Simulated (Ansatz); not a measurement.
# TiH+ (triplet): the correlation ladder, def2-TZVP

How much of the correlation energy of TiH+ (triplet) does each wave-function method recover here?

Method: def2-TZVP, core rule «outside noble gas», up to 9 orbitals frozen; program: Ansatz 0.2.0, Gaussian basis.

The runs, in order: UHF; CCSD(T) on ROHF; CCSD(T) on UHF; CISD; CCSDT(Q) on ROHF; CCSDT(Q) on UHF; Full CI.

22 further runs of the same task are left out: 12 for a known fault of the program, 5 that didn't finish, 5 set aside as unsound or not needed.

### 1 The geometry

The geometry is a PBE0/def2-TZVP stationary point (not a proven minimum) of the parent state, kept for this charge and spin.

2 atoms, charge 1, spin multiplicity 3.

Atoms are counted from 1 here; the program's logs count them from 0.

Bond lengths: Ti1–H2 1.754 Å.

### 2 UHF

The input, in.yaml:

```yaml
crystal:
  periodic: [false, false, false]
  atoms:
    - {symbol: Ti, position_ang: [0.000000, 0.000000, 0.000000]}
    - {symbol: H, position_ang: [0.000000, 0.000000, 1.753968]}
basis:
  gaussian: {orbitals: def2-TZVP}
total_charge: 1
magnetization: {spin_polarized: true, initial_magnetization: 2}
hamiltonian: {xc: hf}
output: {orbitals: {seedname: orbitals}}
```

Run with:

```sh
$ ansatz run in.yaml --threads 1 --pin off --events-out ev --progress --plain --max-ram 2393MiB
```

After this run come: CCSD(T) on ROHF; CCSD(T) on UHF; CISD; CCSDT(Q) on ROHF; CCSDT(Q) on UHF; Full CI.

Before running them: what should the planned runs give, taken together? Wanted: FCI below the RHF energy; RMP2 from FCI; UMP2 from FCI; RCCSD from FCI; RCCSD(T) from FCI; UCCSD(T) from FCI; RCCSDT(Q) from FCI; UCCSDT(Q) from FCI; T1 diagnostic.

As calculated:

```
                         quantity                                      value
         FCI below the RHF energy                                 -1.3962 eV
                    RMP2 from FCI                                 +392.1 meV
                    UMP2 from FCI                                 +316.5 meV
                   RCCSD from FCI                                  +40.5 meV
                RCCSD(T) from FCI                                  +12.3 meV
                UCCSD(T) from FCI                                  -52.7 meV
               RCCSDT(Q) from FCI                                  -13.1 meV
               UCCSDT(Q) from FCI                                  -68.5 meV
levels within 1 kcal/mol (43 meV)  RCCSD, UCCSD, RCCSD(T), RCCSDT, RCCSDT(Q)
                    T1 diagnostic                                      0.037
   effectively unpaired electrons                                       2.17
```

What this shows: RCCSD(T) misses by +12.3 meV, 0.9 % of the correlation energy. CCSD(T) misses by +12.3 meV on the restricted determinant and by -52.7 meV on the unrestricted one; the two need not hold the same state or core. UCCSD, UCCSD(T), RCCSDT, UCCSDT, RCCSDT(Q), UCCSDT(Q) fall below full CI: unrestricted runs freeze a spin-polarised core, another one than full CI's, and coupled cluster isn't variational. One determinant dominates. These misses are within one basis, not against nature; the frozen cores of restricted and unrestricted runs differ, which can shift their rows.
